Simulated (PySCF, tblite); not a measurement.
# C7H12O: infrared bands and NMR shifts

Wanted: the infrared bands and NMR shifts of C7H12O (`C1C[C@@H](C2CC2)CO1`), by calculation.

Programs: tblite 0.8.0 and PySCF 2.14.0, with density-fitted response routines of our own. Each step states its level of theory. These are calculated values for one molecule in the gas phase, unless marked as measured. Atoms are numbered from 0 throughout.

## 1. Starting geometry

20 atoms, charge 0, multiplicity 1; geometry from: GFN2-xTB.

Bonds of the start (Å): C0–C1 1.54, C1–C2 1.54, C2–C3 1.51, C3–C4 1.50, C4–C5 1.50, C2–C6 1.54, C6–O7 1.41, O7–C0 1.41, C5–C3 1.50, C0–H8 1.09, C0–H9 1.10, C1–H10 1.09, C1–H11 1.09, C2–H12 1.09, C3–H13 1.08, C4–H14 1.08, C4–H15 1.08, C5–H16 1.08, C5–H17 1.08, C6–H18 1.10, C6–H19 1.09.

## 2. Infrared spectrum with GFN2-xTB

What the job is given:

```
{"job": {"kind": "ir", "xc": "GFN2-xTB", "basis": "xTB"}, "charge": 0, "multiplicity": 1}
C      2.311115     0.693591    -0.160393
C      1.101351     0.811922     0.787751
C      0.184966    -0.355026     0.367714
C     -1.036002     0.137161    -0.374217
C     -2.248237     0.589360     0.381702
C     -2.283826    -0.691606    -0.395736
C      1.099896    -1.162630    -0.570919
O      1.944906    -0.214066    -1.177050
H      2.581511     1.634858    -0.640821
H      3.187082     0.308612     0.383062
H      1.411827     0.727377     1.827763
H      0.589287     1.764094     0.659065
H     -0.124571    -0.956511     1.224281
H     -0.786501     0.678829    -1.278728
H     -2.804840     1.433938     0.005140
H     -2.228863     0.529395     1.459576
H     -2.865713    -0.728120    -1.303736
H     -2.286795    -1.618246     0.158245
H      1.693465    -1.890795     0.003464
H      0.554794    -1.681460    -1.359200
```

**Question.** This job is followed by: GIAO PBE0/pcSseg-1 NMR shielding, non-relativistic, gas phase. Predict these results of the whole session: strongest single infrared mode (GFN2-xTB); zero-point energy (GFN2-xTB); 13C shifts against TMS (PBE0/pcSseg-1); 1H shifts against TMS (PBE0/pcSseg-1); 17O shifts against H2O (PBE0/pcSseg-1).

As calculated:

| quantity | value |
| --- | --- |
| strongest single infrared mode (GFN2-xTB) | 2859 cm⁻¹, 98 km/mol |
| zero-point energy (GFN2-xTB) | 110.4 kcal/mol |
| 13C shifts against TMS (PBE0/pcSseg-1) | 78.0, 71.5, 49.5, 34.8, 21.6, 7.7, 6.3 ppm |
| 1H shifts against TMS (PBE0/pcSseg-1) | 4.35, 4.10, 3.66, 3.62, 2.01, 1.80, 1.00, 0.85, 0.50, 0.50, 0.12, 0.07 ppm |
| 17O shifts against H2O (PBE0/pcSseg-1) | 61.3 ppm |

What this shows: No mode is imaginary among the 54: a minimum at this level. The strongest single mode, at 2859 cm⁻¹, moves mainly H9. Unscaled tight-binding wavenumbers are off by several per cent, some by more. Its intensities can rank the bands wrongly. At PBE0/pcSseg-1: The largest span, 148 ppm, is at O7, where the paramagnetic term is -123 ppm.
